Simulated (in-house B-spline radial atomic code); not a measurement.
# Au⁷⁶⁺: excited configurations in jj coupling

How much energy does it take to promote electrons of Au⁷⁶⁺ to other shells? Each configuration is solved by itself and compared with the reference.

The numbers are computed with in-house B-spline radial atomic code version 1 (Dirac-Hartree-Fock, average of configuration, Fermi nucleus, basis-set limit), except any that are marked as measured or tabulated.

## (1) The atom as given

* element: gold (Z = 79)
* charge: +76
* electrons: 3
* configuration: 1s2 2s1
* Hamiltonian: Dirac-Coulomb
* nucleus: Fermi, rms radius 5.437 fm

Input settings:

```ini
Z = 79
electrons = 3.0
configuration = 1s2 2s1
hamiltonian = dirac
method = hf
spin_polarised = False
nucleus = fermi
rms_radius = 5.4371
mass_number = 197
atomic_mass = 196.966570103
speed_of_light = 137.035999084
```

From the earlier run of the reference: total energy -7650.705537 hartree. Levels, eight at most:

```
orbital  occupation  energy (eV)  <r> (bohr)
  1s1/2           2     -91367.3     0.01679
  2s1/2           1     -22913.6     0.06734
```

## (2) Configuration 1s2 4s1

Input settings:

```ini
Z = 79
electrons = 3.0
configuration = 1s2 4s1
hamiltonian = dirac
method = hf
spin_polarised = False
nucleus = fermi
rms_radius = 5.4371
mass_number = 197
atomic_mass = 196.966570103
speed_of_light = 137.035999084
```

## (3) 1s2 6f+1

In configurations, a minus sign after the shell means j = l − 1/2 and a plus sign j = l + 1/2; the count of electrons follows.

Settings: those of step 2 with these lines changed.

```diff
@@ -2,3 +2,3 @@
 electrons = 3.0
-configuration = 1s2 4s1
+configuration = 1s2 6f+1
 hamiltonian = dirac
```

## (4) Configuration 1s2 5d-1

Settings: those of step 3 with these lines changed.

```diff
@@ -2,3 +2,3 @@
 electrons = 3.0
-configuration = 1s2 6f+1
+configuration = 1s2 5d-1
 hamiltonian = dirac
```

## (5) Configuration 1s2 3s1

Settings: those of step 4 with these lines changed.

```diff
@@ -2,3 +2,3 @@
 electrons = 3.0
-configuration = 1s2 5d-1
+configuration = 1s2 3s1
 hamiltonian = dirac
```

## (6) Run with 1s2 5g+1

Settings: those of step 5 with these lines changed.

```diff
@@ -2,3 +2,3 @@
 electrons = 3.0
-configuration = 1s2 3s1
+configuration = 1s2 5g+1
 hamiltonian = dirac
```

How far above the reference does each configuration lie (order and size, in eV)?

**Answer**, as computed:

| net move | configuration | energy above the reference (eV) | with Breit, QED, recoil (eV) | largest <r> (bohr) |
| --- | --- | --- | --- | --- |
| 2s → 3s | 1s2 3s1 | 13014.3 | 12981.7 | 0.157 |
| 2s → 4s | 1s2 4s1 | 17454.2 | 17413.7 | 0.286 |
| 2s → 5d3/2 | 1s2 5d-1 | 19612.3 | 19566.4 | 0.436 |
| 2s → 5g9/2 | 1s2 5g+1 | 19676.6 | 19630.6 | 0.355 |
| 2s → 6f7/2 | 1s2 6f+1 | 20657.9 | 20611.9 | 0.618 |

**Reading.** The lowest of them is 2s → 3s at 13014.3 eV and the highest 2s → 6f7/2 at 20657.9 eV. These are averages over configurations, without correlation, not spectroscopic levels.
